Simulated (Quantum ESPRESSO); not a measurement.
# NbAs (I4_1md) in Quantum ESPRESSO: equation of state

How stiff is NbAs in PBEsol, and what volume does it want? The cell is scaled to several volumes.

Program: Quantum ESPRESSO 7.5. These are calculated values, not measurements. Logs are shortened: lines on timing, memory, paths and dates and some standing lists are left out, and cuts for length are marked.

### 1 The structure

Symmetry: I4_1md, No. 109, tetragonal system. Conventional cell: a = 3.452 Å, b = 3.452 Å, c = 11.680 Å, α = 90.00°, β = 90.00°, γ = 90.00°. Nb (site symmetry 2mm) is surrounded by 6 As at 2.60 to 2.63 Å. As (site symmetry 2mm) has 6 Nb at 2.60 to 2.63 Å as nearest neighbours.

### 2 Single point, PBEsol, 16.35 Å³/atom

Input file pw.in:

```
&CONTROL
  calculation = 'scf'
  prefix = 'pwscf'
  outdir = './tmp'
  pseudo_dir = './pseudo'
  tprnfor = .true.
  tstress = .true.
  disk_io = 'nowf'
/
&SYSTEM
  ibrav = 0
  nat = 4
  ntyp = 2
  ecutwfc = 45
  ecutrho = 360
  nbnd = 26
  occupations = 'smearing'
  smearing = 'fd'
  degauss = 0.00367493
/
&ELECTRONS
  conv_thr = 8d-10
  electron_maxstep = 120
  mixing_beta = 0.5
/
ATOMIC_SPECIES
Nb    92.9064 nb_pbesol_v1.uspp.F.UPF
As    74.9216 as_pbesol_v1.uspp.F.UPF
CELL_PARAMETERS angstrom
  -1.6906186857    1.6906186857    5.7207828749
   1.6906186857   -1.6906186857    5.7207828749
   1.6906186857    1.6906186857   -5.7207828749
ATOMIC_POSITIONS crystal
Nb     0.5000000000    0.0000000000    0.5000000000
Nb     0.7500000000    0.7500000000    0.0000000000
As     0.9160000000    0.4160000000    0.5000000000
As     0.1660000000    0.1660000000    0.0000000000
K_POINTS automatic
11 11 11 0 0 0
```

Potentials or basis: GBRV 1.5 PBEsol.

Started as:

```bash
> OMP_NUM_THREADS=1 mpirun -n 2 pw.x -nk 2 -in pw.in > pw.out
```

pw.out:

```text
This program is part of the open-source Quantum ESPRESSO suite
     for quantum simulation of materials; please cite
         "P. Giannozzi et al., J. Phys.:Condens. Matter 21 395502 (2009);
         "P. Giannozzi et al., J. Phys.:Condens. Matter 29 465901 (2017);
         "P. Giannozzi et al., J. Chem. Phys. 152 154105 (2020);
     in publications or presentations arising from this work. More details at

     Message from routine setup:
     using ibrav=0 with symmetry is DISCOURAGED, use correct ibrav instead

     K-points division:     npool     =       2
     Subspace diagonalization in iterative solution of the eigenvalue problem:
     a serial algorithm will be used

     G-vector sticks info
     --------------------
     sticks:   dense  smooth     PW     G-vecs:    dense   smooth      PW
     Sum        2811    1393    457                50985    18003    3379

     Using Slab Decomposition

     bravais-lattice index     =            0
     lattice parameter (alat)  =      11.7169  a.u.
     unit-cell volume          =     441.3706 (a.u.)^3
     number of atoms/cell      =            4
     number of atomic types    =            2
     number of electrons       =        36.00
     number of Kohn-Sham states=           26
     kinetic-energy cutoff     =      45.0000  Ry
     charge density cutoff     =     360.0000  Ry
     scf convergence threshold =      8.0E-10
     mixing beta               =       0.5000
     number of iterations used =            8  plain     mixing
     Exchange-correlation= SLA  PW   PSX  PSC
                           (   1   4  10   8   0   0   0)

     celldm(1)=  11.716872  celldm(2)=   0.000000  celldm(3)=   0.000000
     celldm(4)=   0.000000  celldm(5)=   0.000000  celldm(6)=   0.000000

     crystal axes: (cart. coord. in units of alat)
               a(1) = (  -0.272667   0.272667   0.922662 )
               a(2) = (   0.272667  -0.272667   0.922662 )
               a(3) = (   0.272667   0.272667  -0.922662 )

     reciprocal axes: (cart. coord. in units 2 pi/alat)
               b(1) = ( -0.000000  1.833737  0.541910 )
               b(2) = (  1.833737 -0.000000  0.541910 )
               b(3) = (  1.833737  1.833737  0.000000 )

     PseudoPot. # 1 for Nb read from file:
     nb_pbesol_v1.uspp.F.UPF
     Pseudo is Ultrasoft + core correction, Zval = 13.0
     Generated by new atomic code, or converted to UPF format
     Using radial grid of  887 points,  6 beta functions with:
                l(1) =   0
                l(2) =   0
                l(3) =   1
                l(4) =   1
                l(5) =   2
                l(6) =   2
     Q(r) pseudized with  6 coefficients,  rinner =    1.000   1.000   1.000
                                                       1.000   1.000

     PseudoPot. # 2 for As read from file:
     as_pbesol_v1.uspp.F.UPF
     Pseudo is Ultrasoft + core correction, Zval =  5.0
     Generated by new atomic code, or converted to UPF format
     Using radial grid of  875 points,  6 beta functions with:
                l(1) =   0
                l(2) =   0
                l(3) =   1
                l(4) =   1
                l(5) =   2
                l(6) =   2
     Q(r) pseudized with  8 coefficients,  rinner =    1.300   1.300   1.300
                                                       1.300   1.300

     atomic species   valence    mass     pseudopotential
     Nb               13.00    92.90640     Nb( 1.00)
     As                5.00    74.92160     As( 1.00)

      8 Sym. Ops. (no inversion) found ( 4 have fractional translation)

   Cartesian axes

     site n.     atom                  positions (alat units)
         1        Nb     tau(   1) = (   0.0000000   0.2726672   0.0000000  )
         2        Nb     tau(   2) = (  -0.0000000   0.0000000   1.3839931  )
         3        As     tau(   3) = (  -0.0000000   0.2726672   0.7676548  )
         4        As     tau(   4) = (   0.0000000  -0.0000000   0.3063238  )

     number of k points=   126  Fermi-Dirac smearing, width (Ry)=  0.0037

     Number of k-points >= 100: set verbosity='high' to print them.

     Dense  grid:    50985 G-vectors     FFT dimensions: (  72,  72,  72)

     Smooth grid:    18003 G-vectors     FFT dimensions: (  60,  60,  54)

     Initial potential from superposition of free atoms

     starting charge      35.9946, renormalised to      36.0000
     Starting wfcs are   34 randomized atomic wfcs

     Self-consistent Calculation

     iteration #  1     ecut=    45.00 Ry     beta= 0.50
     Davidson diagonalization with overlap
     ethr =  1.00E-02,  avg # of iterations =  2.2

     total energy              =    -315.90032028 Ry
     estimated scf accuracy    <       0.39447364 Ry

     iteration #  2     ecut=    45.00 Ry     beta= 0.50
     Davidson diagonalization with overlap
     ethr =  1.10E-03,  avg # of iterations =  2.0

     total energy              =    -316.00847248 Ry
     estimated scf accuracy    <       0.10309614 Ry

     iteration #  3     ecut=    45.00 Ry     beta= 0.50
     Davidson diagonalization with overlap
     ethr =  2.86E-04,  avg # of iterations =  2.0

     total energy              =    -316.02774804 Ry
     estimated scf accuracy    <       0.00397827 Ry

     iteration #  4     ecut=    45.00 Ry     beta= 0.50
     Davidson diagonalization with overlap
     ethr =  1.11E-05,  avg # of iterations =  4.9

     total energy              =    -316.02822675 Ry
     estimated scf accuracy    <       0.00012559 Ry

     iteration #  5     ecut=    45.00 Ry     beta= 0.50
     Davidson diagonalization with overlap
     ethr =  3.49E-07,  avg # of iterations =  3.7

     total energy              =    -316.02827207 Ry
     estimated scf accuracy    <       0.00000210 Ry

     iteration #  6     ecut=    45.00 Ry     beta= 0.50
     Davidson diagonalization with overlap
     ethr =  5.82E-09,  avg # of iterations =  6.6

     total energy              =    -316.02827791 Ry
     estimated scf accuracy    <       0.00000033 Ry

     iteration #  7     ecut=    45.00 Ry     beta= 0.50
     Davidson diagonalization with overlap
     ethr =  9.17E-10,  avg # of iterations =  2.1

     total energy              =    -316.02827795 Ry
     estimated scf accuracy    <       0.00000001 Ry

     iteration #  8     ecut=    45.00 Ry     beta= 0.50
     Davidson diagonalization with overlap
     ethr =  2.87E-11,  avg # of iterations =  5.0

     End of self-consistent calculation

     Number of k-points >= 100: set verbosity='high' to print the bands.

     the Fermi energy is    15.4357 ev

!    total energy              =    -316.02827796 Ry
     estimated scf accuracy    <          7.7E-10 Ry
     smearing contrib. (-TS)   =      -0.00043065 Ry
     internal energy E=F+TS    =    -316.02784731 Ry

     The total energy is F=E-TS. E is the sum of the following terms:
     one-electron contribution =     -42.32156417 Ry
     hartree contribution      =      40.31200374 Ry
     xc contribution           =     -99.75963958 Ry
     ewald contribution        =    -214.25864729 Ry

     convergence has been achieved in   8 iterations

     Forces acting on atoms (cartesian axes, Ry/au):

     atom    1 type  1   force =    -0.00000000    0.00000000   -0.01453185
     atom    2 type  1   force =     0.00000000    0.00000000   -0.01453185
     atom    3 type  2   force =    -0.00000000   -0.00000000    0.01453185
     atom    4 type  2   force =     0.00000000   -0.00000000    0.01453185

     Total force =     0.029064     Total SCF correction =     0.000008

     Computing stress (Cartesian axis) and pressure

          total   stress  (Ry/bohr**3)                   (kbar)     P=      102.26
   0.00070658   0.00000000   0.00000000          103.94        0.00        0.00
   0.00000000   0.00070658   0.00000000            0.00      103.94        0.00
   0.00000000  -0.00000000   0.00067227            0.00       -0.00       98.89

=------------------------------------------------------------------------------=
   JOB DONE.
=------------------------------------------------------------------------------=
```

Run time: 2.5 min. Hardware: 2 MPI ranks of Arm Neoverse V2, shared host; peak memory 0.42 GiB.

What came out:

```yaml
Free_energy: -4299.7838 eV
Pressure: 10.2 GPa
Largest_force: 0.374 eV/Å
Band_gap_on_the_k_mesh: 0.03 eV, indirect (least direct gap 0.09 eV)
```

Caveat: an odd mesh through Γ misses points on the zone boundary, where band edges often lie.

### 3 Single point, PBEsol, 16.70 Å³/atom

pw.in, as its differences from that of step 2:

```diff
@@ -29,5 +29,5 @@
 CELL_PARAMETERS angstrom
-  -1.6906186857    1.6906186857    5.7207828749
-   1.6906186857   -1.6906186857    5.7207828749
-   1.6906186857    1.6906186857   -5.7207828749
+  -1.7025248434    1.7025248434    5.7610714056
+   1.7025248434   -1.7025248434    5.7610714056
+   1.7025248434    1.7025248434   -5.7610714056
 ATOMIC_POSITIONS crystal
```

Potentials or basis: GBRV 1.5 PBEsol.

Started as:

```bash
> OMP_NUM_THREADS=1 mpirun -n 2 pw.x -nk 2 -in pw.in > pw.out
```

It took 2.9 min on 2 MPI ranks of Arm Neoverse V2, shared host; peak memory 0.44 GiB.

The run converged. Its results:

- Free energy: -4299.8543 eV
- Pressure: 5.7 GPa
- Largest force: 0.344 eV/Å
- Band gap on the k mesh: 0.03 eV, indirect (least direct gap 0.09 eV)

Caveat: an odd mesh through Γ misses points on the zone boundary, where band edges often lie.

### 4 Single point, PBEsol, 17.05 Å³/atom

pw.in, as its differences from that of step 3:

```diff
@@ -29,5 +29,5 @@
 CELL_PARAMETERS angstrom
-  -1.7025248434    1.7025248434    5.7610714056
-   1.7025248434   -1.7025248434    5.7610714056
-   1.7025248434    1.7025248434   -5.7610714056
+  -1.7142667651    1.7142667651    5.8008041881
+   1.7142667651   -1.7142667651    5.8008041881
+   1.7142667651    1.7142667651   -5.8008041881
 ATOMIC_POSITIONS crystal
```

Started as:

```bash
> OMP_NUM_THREADS=1 mpirun -n 2 pw.x -nk 2 -in pw.in > pw.out
```

It took 2.7 min on 2 MPI ranks of Arm Neoverse V2, shared host; peak memory 0.44 GiB.

The run converged. Its results:

| Quantity | Value |
| --- | --- |
| Free energy | -4299.8877 eV |
| Pressure | 1.7 GPa |
| Largest force | 0.316 eV/Å |
| Band gap on the k mesh | 0.03 eV, indirect (least direct gap 0.09 eV) |

Caveat: an odd mesh through Γ misses points on the zone boundary, where band edges often lie.

### 5 Single point, PBEsol, 17.39 Å³/atom

pw.in, as its differences from that of step 4:

```diff
@@ -29,5 +29,5 @@
 CELL_PARAMETERS angstrom
-  -1.7142667651    1.7142667651    5.8008041881
-   1.7142667651   -1.7142667651    5.8008041881
-   1.7142667651    1.7142667651   -5.8008041881
+  -1.7258500000    1.7258500000    5.8400000000
+   1.7258500000   -1.7258500000    5.8400000000
+   1.7258500000    1.7258500000   -5.8400000000
 ATOMIC_POSITIONS crystal
```

Started as:

```bash
> OMP_NUM_THREADS=1 mpirun -n 2 pw.x -nk 2 -in pw.in > pw.out
```

Run time: 2.7 min. Hardware: 2 MPI ranks of Arm Neoverse V2, shared host; peak memory 0.46 GiB.

It converged, with:

```
Free energy            : -4299.8879 eV
Pressure               : -1.9 GPa
Largest force          : 0.290 eV/Å
Band gap on the k mesh : none (metal or under the smearing width)
```

### 6 Single point, PBEsol, 17.74 Å³/atom

pw.in, as its differences from that of step 5:

```diff
@@ -29,5 +29,5 @@
 CELL_PARAMETERS angstrom
-  -1.7258500000    1.7258500000    5.8400000000
-   1.7258500000   -1.7258500000    5.8400000000
-   1.7258500000    1.7258500000   -5.8400000000
+  -1.7372798033    1.7372798033    5.8786766238
+   1.7372798033   -1.7372798033    5.8786766238
+   1.7372798033    1.7372798033   -5.8786766238
 ATOMIC_POSITIONS crystal
```

Potentials or basis: GBRV 1.5 PBEsol.

Started as:

```bash
> OMP_NUM_THREADS=1 mpirun -n 2 pw.x -nk 2 -in pw.in > pw.out
```

It took 2.8 min on 2 MPI ranks of Arm Neoverse V2, shared host; peak memory 0.48 GiB.

It converged, with:

| Property | Result |
| --- | --- |
| Free energy | -4299.8582 eV |
| Pressure | -5.2 GPa |
| Largest force | 0.266 eV/Å |
| Band gap on the k mesh | none (metal or under the smearing width) |

### 7 Single point, PBEsol, 18.09 Å³/atom

pw.in, as its differences from that of step 6:

```diff
@@ -29,5 +29,5 @@
 CELL_PARAMETERS angstrom
-  -1.7372798033    1.7372798033    5.8786766238
-   1.7372798033   -1.7372798033    5.8786766238
-   1.7372798033    1.7372798033   -5.8786766238
+  -1.7485611571    1.7485611571    5.9168509183
+   1.7485611571   -1.7485611571    5.9168509183
+   1.7485611571    1.7485611571   -5.9168509183
 ATOMIC_POSITIONS crystal
```

Potentials or basis: GBRV 1.5 PBEsol.

Started as:

```bash
> OMP_NUM_THREADS=1 mpirun -n 2 pw.x -nk 2 -in pw.in > pw.out
```

pw.out:

```text
This program is part of the open-source Quantum ESPRESSO suite
     for quantum simulation of materials; please cite
         "P. Giannozzi et al., J. Phys.:Condens. Matter 21 395502 (2009);
         "P. Giannozzi et al., J. Phys.:Condens. Matter 29 465901 (2017);
         "P. Giannozzi et al., J. Chem. Phys. 152 154105 (2020);
     in publications or presentations arising from this work. More details at

     Message from routine setup:
     using ibrav=0 with symmetry is DISCOURAGED, use correct ibrav instead

     K-points division:     npool     =       2
     Subspace diagonalization in iterative solution of the eigenvalue problem:
     a serial algorithm will be used

     G-vector sticks info
     --------------------
     sticks:   dense  smooth     PW     G-vecs:    dense   smooth      PW
     Sum        3007    1489    481                56303    19871    3687

     Using Slab Decomposition

     bravais-lattice index     =            0
[... 141 lines left out ...]
     Davidson diagonalization with overlap
     ethr =  1.59E-11,  avg # of iterations =  3.6

     End of self-consistent calculation

     Number of k-points >= 100: set verbosity='high' to print the bands.

     the Fermi energy is    13.6483 ev

!    total energy              =    -316.02960587 Ry
     estimated scf accuracy    <          1.2E-10 Ry
     smearing contrib. (-TS)   =      -0.00046711 Ry
     internal energy E=F+TS    =    -316.02913876 Ry

     The total energy is F=E-TS. E is the sum of the following terms:
     one-electron contribution =     -52.27541869 Ry
     hartree contribution      =      42.73050886 Ry
     xc contribution           =     -99.32551950 Ry
     ewald contribution        =    -207.15870944 Ry

     convergence has been achieved in   9 iterations

     Forces acting on atoms (cartesian axes, Ry/au):

     atom    1 type  1   force =    -0.00000000    0.00000000   -0.00942684
     atom    2 type  1   force =    -0.00000000   -0.00000000   -0.00942684
     atom    3 type  2   force =    -0.00000000   -0.00000000    0.00942684
     atom    4 type  2   force =    -0.00000000   -0.00000000    0.00942684

     Total force =     0.018854     Total SCF correction =     0.000001

     Computing stress (Cartesian axis) and pressure

          total   stress  (Ry/bohr**3)                   (kbar)     P=      -80.94
  -0.00058638   0.00000000   0.00000000          -86.26        0.00        0.00
  -0.00000000  -0.00058638   0.00000000           -0.00      -86.26        0.00
  -0.00000000  -0.00000000  -0.00047788           -0.00       -0.00      -70.30

=------------------------------------------------------------------------------=
   JOB DONE.
=------------------------------------------------------------------------------=
```

It took 2.7 min on 2 MPI ranks of Arm Neoverse V2, shared host; peak memory 0.48 GiB.

What came out:

* Free energy: -4299.8018 eV
* Pressure: -8.1 GPa
* Largest force: 0.242 eV/Å
* Band gap on the k mesh: none (metal or under the smearing width)

### 8 Single point, PBEsol, 18.44 Å³/atom

pw.in, as its differences from that of step 7:

```diff
@@ -29,5 +29,5 @@
 CELL_PARAMETERS angstrom
-  -1.7485611571    1.7485611571    5.9168509183
-   1.7485611571   -1.7485611571    5.9168509183
-   1.7485611571    1.7485611571   -5.9168509183
+  -1.7596987896    1.7596987896    5.9545388829
+   1.7596987896   -1.7596987896    5.9545388829
+   1.7596987896    1.7596987896   -5.9545388829
 ATOMIC_POSITIONS crystal
```

Started as:

```bash
> OMP_NUM_THREADS=1 mpirun -n 2 pw.x -nk 2 -in pw.in > pw.out
```

It took 2.7 min on 2 MPI ranks of Arm Neoverse V2, shared host; peak memory 0.48 GiB.

It converged, with:

- Free energy: -4299.7215 eV
- Pressure: -10.7 GPa
- Largest force: 0.221 eV/Å
- Band gap on the k mesh: none (metal or under the smearing width)

### 9 Equation of state, PBEsol

Potentials or basis: GBRV 1.5 PBEsol.

No new run: the results of the series are fitted here.

Results:

```yaml
Equilibrium_volume: 17.22 Å³/atom
Bulk_modulus_at_fixed_shape_and_positions: 179 GPa
Pressure_derivative_of_the_bulk_modulus: 4.4
```

Energy against volume, from the lowest point:
| volume (Å³/atom) | energy (meV/atom) |
| --- | --- |
| 16.351 | 26.02 |
| 16.699 | 8.39 |
| 17.047 | 0.04 |
| 17.395 | 0.00 |
| 17.743 | 7.41 |
| 18.091 | 21.51 |
| 18.438 | 41.59 |

Caveat: the cell was scaled at fixed shape and fractional positions, which overstates the stiffness of a crystal with free parameters, most of all of layers and chains.
